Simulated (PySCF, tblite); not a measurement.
# C₆H₁₀NSi radical: geometry, infrared bands and EPR parameters

What infrared bands and EPR parameters should C₆H₁₀NSi radical (`[C]#C[C@@H]1N[SiH2]C[C@@H]1C`) show?

The runs use tblite 0.8.0 and PySCF 2.14.0, with density-fitted response routines of our own; the level of theory stands in each step. All values are computed, except where a source is named. Atoms count from 0, in the outputs and in this text.

### 1 The starting structure

18 atoms, charge 0, multiplicity 2; geometry from: force field or distance geometry start.

Bonds of the start (Å): C0–C1 1.53, C1–C2 1.50, C2–N3 1.48, N3–Si4 1.73, Si4–C5 1.90, C5–C6 1.55, C6–C7 1.52, C6–C2 1.56, C2–H8 1.09, N3–H9 1.00, Si4–H10 1.47, Si4–H11 1.48, C5–H12 1.10, C5–H13 1.09, C6–H14 1.10, C7–H15 1.10, C7–H16 1.10, C7–H17 1.11.

### 2 Optimising the geometry with GFN2-xTB

Job settings and geometry (Å):

```
{"job": {"kind": "relax", "xc": "GFN2-xTB", "basis": "xTB"}, "charge": 0, "multiplicity": 2}
C     -0.278100     2.869500    -1.758200
C      0.067500     1.918700    -0.611000
C      0.455300     0.986400     0.500300
N      1.785400     0.387600     0.271600
Si     1.734900    -1.128000    -0.563500
C     -0.160100    -1.262700    -0.453900
C     -0.531100    -0.214400     0.630400
C     -2.006800     0.148700     0.601700
H      0.469600     1.551500     1.437800
H      2.404300     1.035900    -0.182200
H      2.453900    -2.140300     0.226400
H      2.210000    -0.891900    -1.946000
H     -0.482700    -2.266900    -0.157800
H     -0.596700    -1.006700    -1.421100
H     -0.342400    -0.669500     1.618300
H     -2.248000     0.904300     1.363500
H     -2.317800     0.529100    -0.378400
H     -2.625900    -0.744800     0.810300
```

The run is started by

```console
$ OMP_NUM_THREADS=1 python probes_run.py task.json out
```

The driver reads the jobs from task.json and runs them one after another.

**Question.** This job is followed by: GFN2-xTB harmonic vibrations, gas phase; UKS B3LYP, pcH-1 on C H N Si, non-relativistic, mean-field spin-orbit, GIAO. Predict these results of the whole session: strongest single infrared mode (GFN2-xTB); zero-point energy (GFN2-xTB); g(iso) (B3LYP); ⟨S²⟩; largest a(iso) (averaged by class); potential on the surface of density 0.002 e/bohr³, 1st and 99th percentile.

**Answer**, as computed:

| quantity | value |
| --- | --- |
| strongest single infrared mode (GFN2-xTB) | 2246 cm⁻¹, 430 km/mol |
| zero-point energy (GFN2-xTB) | 87.8 kcal/mol |
| g(iso) (B3LYP) | 2.00295 |
| ⟨S²⟩ | 0.760 (exact 0.75) |
| largest a(iso) (averaged by class) | 13C on C0, 719.4 MHz |
| potential on the surface of density 0.002 e/bohr³, 1st and 99th percentile | -1.06 V and 1.72 V |

The optimisation took 70 steps and gained 2.721 eV; among the close pairs (by a distance rule), C0–C1 changed most, from 1.530 to 1.196 Å. No mode is imaginary among the 48: a minimum at this level. The strongest single mode, at 2246 cm⁻¹, moves mainly H10. Unscaled tight-binding wavenumbers are off by several per cent, some by more. Its intensities can rank the bands wrongly. Most of the unpaired spin sits on C0 (0.93 e). The isotropic g lies 0.6 ppt above the free-electron value. These values are for one conformer; the search (at its own cheap level) found 2 more, at 0.00, 2.30 kcal/mol (those within 0.05 may be mirror or relabelled copies), and measured spectra average over such forms.
